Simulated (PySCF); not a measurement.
The system is F2GaBr, in a box.

```
CELL_PARAMETERS angstrom
12.00000 0.00000 0.00000
0.00000 11.00000 0.00000
0.00000 0.00000 13.00000
ATOMIC_POSITIONS crystal
F 0.40225 0.43984 0.62269
Ga 0.47292 0.47501 0.51051
F 0.60936 0.42469 0.50338
Br 0.39280 0.57913 0.38254
```

Base run:

| Quantity | Value |
| --- | --- |
| Program | PySCF 2.14.0 |
| Functional | PBE |
| Potentials or basis | 6-31g* (all-electron) |
| k mesh | 1 × 1 × 1 |
| Occupations | fixed |
| Spin | no spin polarisation |

Its results: gap between the frontier levels 4.78 eV.

Problem. The run is repeated on the same cell with these changes: functional from PBE to LDA. What comes out?

Solution. Gap between the frontier levels 4.63 eV.

Caveats: this is a molecule in a periodic box at the Γ point, so its band gap is the HOMO-LUMO gap; relativity is left out, which matters for the heavier elements; the basis of atomic orbitals isn't converged, which shifts pressures, moduli and gaps.

